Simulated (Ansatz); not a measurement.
**BeH3− (singlet): from Hartree-Fock to the top rungs at scale of all distances = 1.275, 6-31++G****

Aim: climb from Hartree-Fock through coupled cluster and multireference methods for BeH3− (singlet) at one geometry and basis, and see what each rung misses.

Method: 6-31++G**, core rule «outside noble gas», up to 1 orbitals frozen; program: Ansatz 0.2.0, Gaussian basis.

Plan: UHF; CCSD(T) on RHF; BCCD(T) on RHF; CISD; CCSDT(Q) on RHF; CASSCF and MRCISD+Q, 2 electrons in 2 orbitals; CASSCF and NEVPT2, 2 electrons in 2 orbitals; CASSCF and MRCISD+Q, 6 electrons in 7 orbitals; CASSCF and NEVPT2, 6 electrons in 7 orbitals; Full CI.

20 further runs of the same task are left out: 6 for a known fault of the program, 11 that didn't finish, 3 set aside as unsound or not needed.

## Step 1: The system

The geometry derives from a PBE0/def2-TZVPD stationary point (not a proven minimum). All distances are scaled together.

4 atoms, charge -1, spin multiplicity 1.

Atoms are counted from 1 here; the program's logs count them from 0.

No contacts short enough for the rule that draws bonds.

## Step 2: UHF

File in.yaml:

```yaml
crystal:
  periodic: [false, false, false]
  atoms:
    - {symbol: Be, position_ang: [0.000000, 0.000000, 0.000000]}
    - {symbol: H, position_ang: [1.817401, 0.018225, 0.000000]}
    - {symbol: H, position_ang: [-0.924484, 1.564797, -0.004080]}
    - {symbol: H, position_ang: [-0.892917, -1.583023, 0.004080]}
basis:
  gaussian: {orbitals: "6-31++G**"}
total_charge: -1
magnetization: {spin_polarized: true, initial_magnetization: 0}
hamiltonian: {xc: hf}
output: {orbitals: {seedname: orbitals}}
```

Launch:

```bash
> ansatz run in.yaml --threads 1 --pin off --events-out ev --progress --plain --max-ram 2393MiB
```

Further steps of the session: CCSD(T) on RHF; BCCD(T) on RHF; CISD; CCSDT(Q) on RHF; CASSCF and MRCISD+Q, 2 electrons in 2 orbitals; CASSCF and NEVPT2, 2 electrons in 2 orbitals; CASSCF and MRCISD+Q, 6 electrons in 7 orbitals; CASSCF and NEVPT2, 6 electrons in 7 orbitals; Full CI.

**Question.** What will the summary of the whole plan be? Wanted: FCI below the RHF energy; RMP2 from FCI; RCCSD from FCI; RCCSD(T) from FCI; RCCSDT(Q) from FCI; NEVPT2 pair from FCI; MRCISD+Q pair from FCI; NEVPT2 valence from FCI; T1 diagnostic.

The runs gave:

```
                         quantity                                                                                  value
         FCI below the RHF energy                                                                             -2.5364 eV
                    RMP2 from FCI                                                                        +14.73 kcal/mol
                   RCCSD from FCI                                                                         +1.35 kcal/mol
                RCCSD(T) from FCI                                                                         +0.35 kcal/mol
               RCCSDT(Q) from FCI                                                                          0.00 kcal/mol
             NEVPT2 pair from FCI                                                                        +13.16 kcal/mol
           MRCISD+Q pair from FCI                                                                         -0.20 kcal/mol
          NEVPT2 valence from FCI                                                                         +7.90 kcal/mol
levels within 1 kcal/mol (43 meV)  RCCSD(T), BCCD(T), RCCSDT, RCCSDT(Q), MRCISD+Q pair, MRCISD valence, MRCISD+Q valence
                    T1 diagnostic                                                                                  0.015
   effectively unpaired electrons                                                                                   0.05
```

RCCSD(T) misses by +0.35 kcal/mol, 0.6 % of the correlation energy. MRCISD+Q pair falls below full CI: the +Q correction isn't variational, and the cores differ from full CI's. One determinant dominates. Of the multireference levels listed MRCISD+Q valence comes nearest in total energy (+0.12 kcal/mol), which doesn't show that its space is the better one. These misses are within one basis, not against nature.
